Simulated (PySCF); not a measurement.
# C2H9GeNSi: core binding energies at several levels of theory, part 1 of 3

How much do the core binding energies of C2H9GeNSi (`[CH3][Ge@H]1[CH2][SiH2][NH]1`) depend on the level of theory, and what does each level cost?

Programs: PySCF 2.14.0, with density-fitted response routines of our own. Each step states its level of theory. These are calculated values for one molecule in the gas phase, unless marked as measured. Atoms are numbered from 0 throughout.

## Step 1: The starting structure

14 atoms, charge 0, multiplicity 1; geometry from: PBE0-D3(BJ)/def2-SVP.

Bonds of the start (Å): C0–Ge1 1.95, Ge1–C2 1.98, C2–Si3 1.90, Si3–N4 1.74, N4–Ge1 1.86, C0–H5 1.10, C0–H6 1.10, C0–H7 1.10, Ge1–H8 1.55, C2–H9 1.10, C2–H10 1.10, Si3–H11 1.50, Si3–H12 1.50, N4–H13 1.01.

## Step 2: Core holes by ΔSCF: SCAN, X2C

What the job is given:

```
{"job": {"kind": "xps"}, "charge": 0, "multiplicity": 1}
C      2.051046    -0.044599     0.874656
Ge     0.638987    -0.503176    -0.385958
C     -1.140194    -0.900811     0.376915
Si    -1.774691     0.680068    -0.460170
N     -0.200336     0.970553    -1.144336
H      2.436196    -0.950913     1.366992
H      1.664882     0.642328     1.641185
H      2.886983     0.444553     0.352448
H      1.162677    -1.517385    -1.431926
H     -1.585409    -1.834447     0.003131
H     -1.169378    -0.905393     1.476208
H     -2.879070     0.462283    -1.452334
H     -2.263496     1.730270     0.494918
H      0.165156     1.711153    -1.728542
```

Level: delta-SCF UKS SCAN, pcX-2 on the ionised atom, pcseg-1 elsewhere, spin-free X2C.

Command:

```console
$ OMP_NUM_THREADS=1 python probes_run.py task.json out
```

The driver reads the jobs from task.json and runs them one after another.

The log of the run:

```text
ground state, core basis on atom 0 (C), 163 functions
  cycle   1  E = -2520.25064856  |g| = 7.14e-01
  cycle   2  E = -2520.02524753  |g| = 1.15e+00
  cycle   3  E = -2520.36672931  |g| = 1.73e-01
  cycle   4  E = -2520.37390715  |g| = 5.72e-02
  cycle   5  E = -2520.37473134  |g| = 1.30e-02
  cycle   6  E = -2520.37478052  |g| = 5.06e-03
  cycle   7  E = -2520.37478606  |g| = 1.87e-03
  cycle   8  E = -2520.37478842  |g| = 5.68e-04
  cycle   9  E = -2520.37478941  |g| = 7.57e-05
  E(ground) = -2520.54578864 Eh
hole in C 1s of atom 0
  cycle   1  E = -2509.13421975  |g| = 1.51e+00
  cycle   2  E = -2508.33626070  |g| = 1.86e+00
  cycle   3  E = -2509.62245501  |g| = 4.31e-01
  cycle   4  E = -2509.64165919  |g| = 3.72e-01
  cycle   5  E = -2509.70985860  |g| = 7.18e-02
  cycle   6  E = -2509.71176289  |g| = 3.17e-02
  cycle   7  E = -2509.71228434  |g| = 8.95e-03
  cycle   8  E = -2509.71233227  |g| = 3.30e-03
  cycle   9  E = -2509.71233963  |g| = 9.49e-04
  cycle  10  E = -2509.71233995  |g| = 4.63e-04
  E(ion) = -2509.88272093 Eh   <S^2> = 0.7686   hole on atom = 1.000   binding energy = 290.157 eV
ground state, core basis on atom 2 (C), 163 functions
  cycle   1  E = -2520.37629565  |g| = 5.75e-02
  cycle   2  E = -2520.37622701  |g| = 2.33e-02
  cycle   3  E = -2520.37618925  |g| = 2.61e-02
  cycle   4  E = -2520.37637046  |g| = 2.95e-03
  cycle   5  E = -2520.37637463  |g| = 4.77e-04
  E(ground) = -2520.54773169 Eh
hole in C 1s of atom 2
  cycle   1  E = -2509.14629111  |g| = 1.51e+00
  cycle   2  E = -2508.32925309  |g| = 1.89e+00
  cycle   3  E = -2509.67996440  |g| = 3.62e-01
  cycle   4  E = -2509.71702040  |g| = 2.10e-01
  cycle   5  E = -2509.73639969  |g| = 7.45e-02
  cycle   6  E = -2509.73873441  |g| = 2.06e-02
  cycle   7  E = -2509.73893182  |g| = 8.35e-03
  cycle   8  E = -2509.73897655  |g| = 1.81e-03
  cycle   9  E = -2509.73897975  |g| = 8.06e-04
  cycle  10  E = -2509.73897995  |g| = 2.64e-04
  E(ion) = -2509.90916901 Eh   <S^2> = 0.7700   hole on atom = 1.000   binding energy = 289.490 eV
ground state, core basis on atom 3 (Si), 174 functions
  cycle   1  E = -2520.47311968  |g| = 2.88e-01
  cycle   2  E = -2520.47317944  |g| = 4.30e-02
  cycle   3  E = -2520.47313345  |g| = 3.47e-02
  cycle   4  E = -2520.47334238  |g| = 9.67e-03
  cycle   5  E = -2520.47336997  |g| = 1.41e-03
  cycle   6  E = -2520.47337391  |g| = 1.10e-04
  E(ground) = -2520.60303659 Eh
hole in Si 1s of atom 3
  cycle   1  E = -2451.55070899  |g| = 4.35e+00
  cycle   2  E = -2451.57577763  |g| = 2.18e+00
  cycle   3  E = -2452.20483814  |g| = 8.16e-01
  cycle   4  E = -2452.55334536  |g| = 3.33e-01
  cycle   5  E = -2452.59510513  |g| = 1.79e-01
  cycle   6  E = -2452.61046351  |g| = 3.99e-02
  cycle   7  E = -2452.61102379  |g| = 1.96e-02
  cycle   8  E = -2452.61123904  |g| = 4.97e-03
  cycle   9  E = -2452.61125368  |g| = 1.65e-03
  cycle  10  E = -2452.61125230  |g| = 4.91e-04
  E(ion) = -2452.74910061 Eh   <S^2> = 0.7523   hole on atom = 1.000   binding energy = 1846.400 eV
hole in Si 2p of atom 3
  cycle   1  E = -2516.21217082  |g| = 1.24e+00
  cycle   2  E = -2516.01295275  |g| = 1.16e+00
  cycle   3  E = -2516.48357600  |g| = 3.07e-01
  cycle   4  E = -2516.53096454  |g| = 1.36e-01
  cycle   5  E = -2516.53766977  |g| = 6.84e-02
  cycle   6  E = -2516.54000358  |g| = 1.49e-02
  cycle   7  E = -2516.54010848  |g| = 5.96e-03
  cycle   8  E = -2516.54012530  |g| = 1.47e-03
  cycle   9  E = -2516.54012966  |g| = 4.90e-04
  E(ion) = -2516.68121045 Eh   <S^2> = 0.7521   hole on atom = 1.003   binding energy = 106.718 eV
  2p3/2 = 106.494 eV   2p1/2 = 107.118 eV
ground state, core basis on atom 4 (N), 163 functions
  cycle   1  E = -2520.39020109  |g| = 7.57e-02
  cycle   2  E = -2520.39023162  |g| = 2.10e-02
  cycle   3  E = -2520.39028290  |g| = 1.65e-02
  cycle   4  E = -2520.39037158  |g| = 1.73e-03
  cycle   5  E = -2520.39037100  |g| = 7.89e-04
  cycle   6  E = -2520.39037093  |g| = 1.60e-04
  E(ground) = -2520.55980376 Eh
hole in N 1s of atom 4
  cycle   1  E = -2504.83696680  |g| = 1.87e+00
  cycle   2  E = -2504.05305496  |g| = 2.16e+00
  cycle   3  E = -2505.50554908  |g| = 4.03e-01
  cycle   4  E = -2505.55476565  |g| = 1.50e-01
  cycle   5  E = -2505.56591591  |g| = 5.34e-02
  cycle   6  E = -2505.56743448  |g| = 1.16e-02
  cycle   7  E = -2505.56750132  |g| = 5.09e-03
  cycle   8  E = -2505.56751716  |g| = 1.93e-03
  cycle   9  E = -2505.56751820  |g| = 8.27e-04
  cycle  10  E = -2505.56752054  |g| = 1.90e-04
  E(ion) = -2505.73588664 Eh   <S^2> = 0.7674   hole on atom = 1.000   binding energy = 403.379 eV
```

Run time: 43 s. Hardware: 1 thread of Arm Neoverse V1, shared host; peak memory 0.69 GiB.

The holes in one table. −ε is the ground-state orbital energy:

| hole | stands for | environment | ΔSCF (eV; 2p as the shell's mean) | −ε (eV) | ⟨S²⟩ |
| --- | --- | --- | --- | --- | --- |
| C1s on C0 | C0 | methyl carbon bonded to Ge | 290.16 | 273.5 | 0.769 |
| C1s on C2 | C2 | sp3 CH2 bonded to Ge and Si | 289.49 | 273.2 | 0.770 |
| Si1s on Si3 | Si3 |  | 1846.40 | 1793.3 | 0.752 |
| Si2p on Si3 | Si3 |  | 106.70 | 96.0 | 0.752 |
| N1s on N4 | N4 | nitrogen bonded to Ge, Si, H, in a 4-membered ring | 403.38 | 385.1 | 0.767 |

With the spin-orbit splitting: Si3 2p3/2 106.49, 2p1/2 107.12 eV. The table gives each 2p level as the mean over the whole 2p shell (two parts 2p3/2, one part 2p1/2), which differs a little from the single hole in the log.

## Step 3: X-ray photoelectron lines: B3LYP, X2C

The job, as its differences from that of step 2:

```diff
@@ -1,2 +1,2 @@
-{"job": {"kind": "xps"}, "charge": 0, "multiplicity": 1}
+{"job": {"kind": "xps", "xc": "B3LYP"}, "charge": 0, "multiplicity": 1}
 C      2.051046    -0.044599     0.874656
```

With the program's defaults for keys left out, this is: delta-SCF UKS B3LYP, pcX-2 on the ionised atom, pcseg-1 elsewhere, spin-free X2C.

The log of the run:

```text
ground state, core basis on atom 0 (C), 163 functions
  cycle   1  E = -2520.46104509  |g| = 6.31e-01
  cycle   2  E = -2520.33224132  |g| = 9.51e-01
  cycle   3  E = -2520.55234894  |g| = 1.27e-01
  cycle   4  E = -2520.55589243  |g| = 4.03e-02
  cycle   5  E = -2520.55628150  |g| = 8.23e-03
  cycle   6  E = -2520.55630106  |g| = 2.62e-03
  cycle   7  E = -2520.55630521  |g| = 7.20e-04
  cycle   8  E = -2520.55630456  |g| = 1.18e-04
  E(ground) = -2520.55971015 Eh
hole in C 1s of atom 0
  cycle   1  E = -2509.31955566  |g| = 1.51e+00
  cycle   2  E = -2508.73645412  |g| = 1.77e+00
  cycle   3  E = -2509.84452529  |g| = 3.17e-01
  cycle   4  E = -2509.86250887  |g| = 2.41e-01
  cycle   5  E = -2509.88948701  |g| = 4.03e-02
  cycle   6  E = -2509.89012370  |g| = 1.52e-02
  cycle   7  E = -2509.89024942  |g| = 3.37e-03
  cycle   8  E = -2509.89025761  |g| = 1.21e-03
  cycle   9  E = -2509.89025826  |g| = 4.49e-04
  E(ion) = -2509.89374147 Eh   <S^2> = 0.7604   hole on atom = 1.000   binding energy = 290.236 eV
ground state, core basis on atom 2 (C), 163 functions
  cycle   1  E = -2520.55757241  |g| = 4.24e-02
  cycle   2  E = -2520.55753235  |g| = 2.00e-02
  cycle   3  E = -2520.55755310  |g| = 1.79e-02
  cycle   4  E = -2520.55763818  |g| = 1.38e-03
  cycle   5  E = -2520.55763860  |g| = 2.72e-04
  E(ground) = -2520.56118330 Eh
hole in C 1s of atom 2
  cycle   1  E = -2509.33377669  |g| = 1.52e+00
  cycle   2  E = -2508.67103772  |g| = 1.83e+00
  cycle   3  E = -2509.88289419  |g| = 2.85e-01
  cycle   4  E = -2509.90903414  |g| = 1.42e-01
  cycle   5  E = -2509.91748341  |g| = 4.42e-02
  cycle   6  E = -2509.91831561  |g| = 1.07e-02
  cycle   7  E = -2509.91837513  |g| = 2.66e-03
  cycle   8  E = -2509.91838063  |g| = 7.98e-04
  cycle   9  E = -2509.91838182  |g| = 3.40e-04
  E(ion) = -2509.92195061 Eh   <S^2> = 0.7609   hole on atom = 1.000   binding energy = 289.508 eV
ground state, core basis on atom 3 (Si), 174 functions
  cycle   1  E = -2520.62720851  |g| = 1.67e-01
  cycle   2  E = -2520.62730788  |g| = 4.34e-02
  cycle   3  E = -2520.62737680  |g| = 2.75e-02
  cycle   4  E = -2520.62751005  |g| = 9.72e-03
  cycle   5  E = -2520.62753311  |g| = 1.57e-03
  cycle   6  E = -2520.62753259  |g| = 3.44e-04
  E(ground) = -2520.63120619 Eh
hole in Si 1s of atom 3
  cycle   1  E = -2451.74287738  |g| = 4.39e+00
  cycle   2  E = -2451.98975753  |g| = 2.06e+00
  cycle   3  E = -2452.57310226  |g| = 6.79e-01
  cycle   4  E = -2452.77837654  |g| = 2.96e-01
  cycle   5  E = -2452.81363222  |g| = 1.33e-01
  cycle   6  E = -2452.82200799  |g| = 1.80e-02
  cycle   7  E = -2452.82211979  |g| = 9.90e-03
  cycle   8  E = -2452.82217395  |g| = 1.09e-03
  cycle   9  E = -2452.82217521  |g| = 4.71e-04
  E(ion) = -2452.82584821 Eh   <S^2> = 0.7518   hole on atom = 1.000   binding energy = 1845.078 eV
hole in Si 2p of atom 3
  cycle   1  E = -2516.37399154  |g| = 1.23e+00
  cycle   2  E = -2516.31786051  |g| = 1.05e+00
  cycle   3  E = -2516.67688400  |g| = 2.26e-01
  cycle   4  E = -2516.70045474  |g| = 1.08e-01
  cycle   5  E = -2516.70485090  |g| = 4.54e-02
  cycle   6  E = -2516.70584859  |g| = 8.45e-03
  cycle   7  E = -2516.70588713  |g| = 1.54e-03
  cycle   8  E = -2516.70588848  |g| = 5.38e-04
  cycle   9  E = -2516.70588961  |g| = 2.61e-04
  E(ion) = -2516.70958207 Eh   <S^2> = 0.7524   hole on atom = 1.002   binding energy = 106.713 eV
  2p3/2 = 106.490 eV   2p1/2 = 107.109 eV
ground state, core basis on atom 4 (N), 163 functions
  cycle   1  E = -2520.57030516  |g| = 5.77e-02
  cycle   2  E = -2520.57006531  |g| = 4.33e-02
  cycle   3  E = -2520.57028129  |g| = 3.14e-02
  cycle   4  E = -2520.57049137  |g| = 4.04e-03
  cycle   5  E = -2520.57049527  |g| = 3.33e-04
  E(ground) = -2520.57407843 Eh
hole in N 1s of atom 4
  cycle   1  E = -2505.02917744  |g| = 1.88e+00
  cycle   2  E = -2504.38882477  |g| = 2.11e+00
  cycle   3  E = -2505.71477972  |g| = 3.17e-01
  cycle   4  E = -2505.74622455  |g| = 1.03e-01
  cycle   5  E = -2505.75101726  |g| = 3.47e-02
  cycle   6  E = -2505.75163609  |g| = 5.03e-03
  cycle   7  E = -2505.75164872  |g| = 2.41e-03
  cycle   8  E = -2505.75165257  |g| = 8.69e-04
  cycle   9  E = -2505.75165021  |g| = 3.42e-04
  E(ion) = -2505.75524667 Eh   <S^2> = 0.7596   hole on atom = 1.000   binding energy = 403.241 eV
```

Run time: 61 s. Hardware: 1 thread of Arm Neoverse V1, shared host; peak memory 0.76 GiB.

The holes in one table. −ε is the ground-state orbital energy:

| hole | stands for | environment | ΔSCF (eV; 2p as the shell's mean) | −ε (eV) | ⟨S²⟩ |
| --- | --- | --- | --- | --- | --- |
| C1s on C0 | C0 | methyl carbon bonded to Ge | 290.24 | 276.9 | 0.760 |
| C1s on C2 | C2 | sp3 CH2 bonded to Ge and Si | 289.51 | 276.5 | 0.761 |
| Si1s on Si3 | Si3 |  | 1845.08 | 1802.8 | 0.752 |
| Si2p on Si3 | Si3 |  | 106.70 | 98.6 | 0.752 |
| N1s on N4 | N4 | nitrogen bonded to Ge, Si, H, in a 4-membered ring | 403.24 | 388.8 | 0.760 |

With the spin-orbit splitting: Si3 2p3/2 106.49, 2p1/2 107.11 eV. The table gives each 2p level as the mean over the whole 2p shell (two parts 2p3/2, one part 2p1/2), which differs a little from the single hole in the log.

## Step 4: Core-electron binding energies: PBE0, X2C

The job, as its differences from that of step 3:

```diff
@@ -1,2 +1,2 @@
-{"job": {"kind": "xps", "xc": "B3LYP"}, "charge": 0, "multiplicity": 1}
+{"job": {"kind": "xps", "xc": "PBE0"}, "charge": 0, "multiplicity": 1}
 C      2.051046    -0.044599     0.874656
```

Method: delta-SCF UKS PBE0, pcX-2 on the ionised atom, pcseg-1 elsewhere, spin-free X2C.

The log of the run:

```text
ground state, core basis on atom 0 (C), 163 functions
  cycle   1  E = -2519.86008573  |g| = 5.41e-01
  cycle   2  E = -2519.79424906  |g| = 7.45e-01
  cycle   3  E = -2519.92838089  |g| = 9.47e-02
  cycle   4  E = -2519.93030526  |g| = 3.26e-02
  cycle   5  E = -2519.93056374  |g| = 5.74e-03
  cycle   6  E = -2519.93057084  |g| = 1.88e-03
  cycle   7  E = -2519.93057047  |g| = 4.70e-04
  E(ground) = -2519.93332373 Eh
hole in C 1s of atom 0
  cycle   1  E = -2508.71426196  |g| = 1.51e+00
  cycle   2  E = -2508.29363579  |g| = 1.63e+00
  cycle   3  E = -2509.24598569  |g| = 2.90e-01
  cycle   4  E = -2509.26721101  |g| = 1.88e-01
  cycle   5  E = -2509.28352004  |g| = 3.35e-02
  cycle   6  E = -2509.28397888  |g| = 1.16e-02
  cycle   7  E = -2509.28405244  |g| = 2.97e-03
  cycle   8  E = -2509.28406138  |g| = 1.18e-03
  cycle   9  E = -2509.28406294  |g| = 4.45e-04
  E(ion) = -2509.28687281 Eh   <S^2> = 0.7637   hole on atom = 1.000   binding energy = 289.705 eV
ground state, core basis on atom 2 (C), 163 functions
  cycle   1  E = -2519.93218248  |g| = 5.92e-02
  cycle   2  E = -2519.93214235  |g| = 2.25e-02
  cycle   3  E = -2519.93215689  |g| = 2.10e-02
  cycle   4  E = -2519.93227691  |g| = 1.47e-03
  cycle   5  E = -2519.93227749  |g| = 2.45e-04
  E(ground) = -2519.93514825 Eh
hole in C 1s of atom 2
  cycle   1  E = -2508.72571347  |g| = 1.52e+00
  cycle   2  E = -2508.21584988  |g| = 1.71e+00
  cycle   3  E = -2509.27735946  |g| = 2.72e-01
  cycle   4  E = -2509.30327923  |g| = 1.21e-01
  cycle   5  E = -2509.30943666  |g| = 3.75e-02
  cycle   6  E = -2509.31005276  |g| = 8.39e-03
  cycle   7  E = -2509.31008898  |g| = 2.62e-03
  cycle   8  E = -2509.31009703  |g| = 8.59e-04
  cycle   9  E = -2509.31009746  |g| = 3.33e-04
  E(ion) = -2509.31295272 Eh   <S^2> = 0.7646   hole on atom = 1.000   binding energy = 289.045 eV
ground state, core basis on atom 3 (Si), 174 functions
  cycle   1  E = -2520.00078756  |g| = 2.10e-01
  cycle   2  E = -2520.00084349  |g| = 3.60e-02
  cycle   3  E = -2520.00082540  |g| = 3.12e-02
  cycle   4  E = -2520.00103659  |g| = 7.40e-03
  cycle   5  E = -2520.00104998  |g| = 1.18e-03
  cycle   6  E = -2520.00105016  |g| = 2.62e-04
  E(ground) = -2520.00399318 Eh
hole in Si 1s of atom 3
  cycle   1  E = -2451.14823633  |g| = 4.39e+00
  cycle   2  E = -2451.52904807  |g| = 1.92e+00
  cycle   3  E = -2452.03917796  |g| = 5.94e-01
  cycle   4  E = -2452.19703081  |g| = 2.45e-01
  cycle   5  E = -2452.22208348  |g| = 1.02e-01
  cycle   6  E = -2452.22704903  |g| = 1.31e-02
  cycle   7  E = -2452.22711213  |g| = 6.83e-03
  cycle   8  E = -2452.22713709  |g| = 7.92e-04
  cycle   9  E = -2452.22713788  |g| = 3.50e-04
  E(ion) = -2452.23008817 Eh   <S^2> = 0.7518   hole on atom = 1.000   binding energy = 1844.222 eV
hole in Si 2p of atom 3
  cycle   1  E = -2515.76125406  |g| = 1.23e+00
  cycle   2  E = -2515.76682971  |g| = 9.67e-01
  cycle   3  E = -2516.06910566  |g| = 2.02e-01
  cycle   4  E = -2516.08841305  |g| = 8.89e-02
  cycle   5  E = -2516.09136366  |g| = 3.83e-02
  cycle   6  E = -2516.09207023  |g| = 6.29e-03
  cycle   7  E = -2516.09209092  |g| = 1.40e-03
  cycle   8  E = -2516.09209297  |g| = 4.89e-04
  E(ion) = -2516.09505770 Eh   <S^2> = 0.7529   hole on atom = 1.002   binding energy = 106.368 eV
  2p3/2 = 106.145 eV   2p1/2 = 106.761 eV
ground state, core basis on atom 4 (N), 163 functions
  cycle   1  E = -2519.94489412  |g| = 7.55e-02
  cycle   2  E = -2519.94473599  |g| = 3.71e-02
  cycle   3  E = -2519.94471822  |g| = 3.88e-02
  cycle   4  E = -2519.94504215  |g| = 2.86e-03
  cycle   5  E = -2519.94504731  |g| = 2.41e-04
  E(ground) = -2519.94797359 Eh
hole in N 1s of atom 4
  cycle   1  E = -2504.41629364  |g| = 1.88e+00
  cycle   2  E = -2503.91720434  |g| = 1.99e+00
  cycle   3  E = -2505.10824229  |g| = 2.99e-01
  cycle   4  E = -2505.13739514  |g| = 8.87e-02
  cycle   5  E = -2505.14098843  |g| = 2.90e-02
  cycle   6  E = -2505.14141977  |g| = 4.32e-03
  cycle   7  E = -2505.14142934  |g| = 2.25e-03
  cycle   8  E = -2505.14143387  |g| = 8.53e-04
  cycle   9  E = -2505.14143370  |g| = 3.37e-04
  E(ion) = -2505.14437933 Eh   <S^2> = 0.7620   hole on atom = 1.000   binding energy = 402.826 eV
```

Wall time 58 s (1 thread of Arm Neoverse V1, shared host); peak memory 0.79 GiB.

Binding energies by hole, beside the orbital energy of the ground state; the difference holds orbital relaxation and, for a density functional, its self-interaction error:

| hole | stands for | environment | ΔSCF (eV; 2p as the shell's mean) | −ε (eV) | ⟨S²⟩ |
| --- | --- | --- | --- | --- | --- |
| C1s on C0 | C0 | methyl carbon bonded to Ge | 289.70 | 278.2 | 0.764 |
| C1s on C2 | C2 | sp3 CH2 bonded to Ge and Si | 289.04 | 278.0 | 0.765 |
| Si1s on Si3 | Si3 |  | 1844.22 | 1806.5 | 0.752 |
| Si2p on Si3 | Si3 |  | 106.35 | 99.4 | 0.753 |
| N1s on N4 | N4 | nitrogen bonded to Ge, Si, H, in a 4-membered ring | 402.83 | 390.7 | 0.762 |

With the spin-orbit splitting: Si3 2p3/2 106.14, 2p1/2 106.76 eV. The table gives each 2p level as the mean over the whole 2p shell (two parts 2p3/2, one part 2p1/2), which differs a little from the single hole in the log.

(Continued in part 2 of 3.)
